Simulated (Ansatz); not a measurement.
# C2H3BOS: the cost of one run

Program: Ansatz 0.2.0. Level of theory: RKS PBE-D4/def2-SVP. These are calculated values, not measurements.

### 1 Starting point

Bond lengths: B1–C2 1.532 Å, C2–C3 1.351 Å, C3–S4 1.722 Å, B1–O5 1.362 Å, S4–O5 1.634 Å, B1–H6 1.165 Å, C2–H7 1.078 Å, C3–H8 1.074 Å. Angles: B1–C2–C3 108.8°, B1–C2–H7 130.5°, C3–C2–H7 120.7°, C2–B1–O5 110.4°, C2–B1–H6 132.3°, O5–B1–H6 117.3°, C2–C3–S4 113.0°, C2–C3–H8 129.3°, S4–C3–H8 117.7°, C3–S4–O5 93.4°, B1–O5–S4 114.3°.

Coordinates:

```xyz
8

B    -0.2747    1.1569    0.0577
C     0.5878   -0.0095    0.5517
C     0.2191   -1.1321   -0.1035
S    -1.0521   -0.8650   -1.2334
O    -1.1536    0.7292   -0.8913
H    -0.3033    2.2868    0.3417
H     1.3740   -0.0350    1.2884
H     0.6026   -2.1314   -0.0112
```

### 2 End point A

input.yaml reads:

```yaml
crystal:
  periodic: [false, false, false]
  atoms:
    - { symbol: B, position_ang: [-0.27466, 1.15691, 0.05768] }
    - { symbol: C, position_ang: [0.58782, -0.00948, 0.55174] }
    - { symbol: C, position_ang: [0.21912, -1.13211, -0.10352] }
    - { symbol: S, position_ang: [-1.05206, -0.86496, -1.23345] }
    - { symbol: O, position_ang: [-1.15355, 0.7292, -0.89133] }
    - { symbol: H, position_ang: [-0.30327, 2.28684, 0.34167] }
    - { symbol: H, position_ang: [1.37399, -0.03497, 1.28843] }
    - { symbol: H, position_ang: [0.60261, -2.13143, -0.01123] }
basis:
  gaussian: { orbitals: def2-SVP }
hamiltonian:
  xc: pbe
  dispersion: d4
relax:
  f_tol: 0.02
  max_steps: 50
output:
  orbitals: {}
```

Started as:

```
> ansatz run input.yaml --threads 2 --pin off --max-ram 3072MiB --backend cpu --events-out ev --progress --plain --runs-dir out
```

Q: Estimate wall time and peak memory on 2 threads of Intel Xeon Platinum 8488C (Sapphire Rapids), shared host.

About 6.9 s, with a peak of 0.18 GiB.
